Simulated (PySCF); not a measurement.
# C2H5SeSi: the cost of one run

Programs: PySCF 2.14.0, with routines of our own; each step states its level. All values are computed. Atoms count from 0.

### Step 1. The system as given

9 atoms, charge -1, multiplicity 1; geometry from: GFN2-xTB.

### Step 2. Magnetic properties: GIAO B3LYP/aug-pcSseg-1

What the job is given:

```
{"job": {"kind": "mag", "xc": "B3LYP", "basis": "aug-pcSseg-1", "isotopologues": 4}, "charge": -1, "multiplicity": 1}
C      1.382782    -0.371726     0.657903
C      0.592370     0.180348    -0.256942
Si    -1.279044     0.097278    -0.222191
Se     1.304603     1.141219    -1.739056
H      2.458494    -0.302264     0.604703
H      0.972326    -0.915982     1.499344
H     -1.886541     1.429693    -0.169682
H     -1.713716    -0.637281     0.985246
H     -1.817712    -0.615290    -1.384504
```

Method: GIAO B3LYP/aug-pcSseg-1 magnetisability, rotational g tensor and spin-rotation constants, non-relativistic, gas phase.

Launch:

```bash
$ OMP_NUM_THREADS=1 python excited_run.py task.json out
```

This one command runs all jobs of the session in turn.

Q: Estimate the wall time and peak memory of this first job on 1 thread of Intel Xeon Platinum 8488C, shared host.

About 27 s, with a peak of 0.78 GiB.
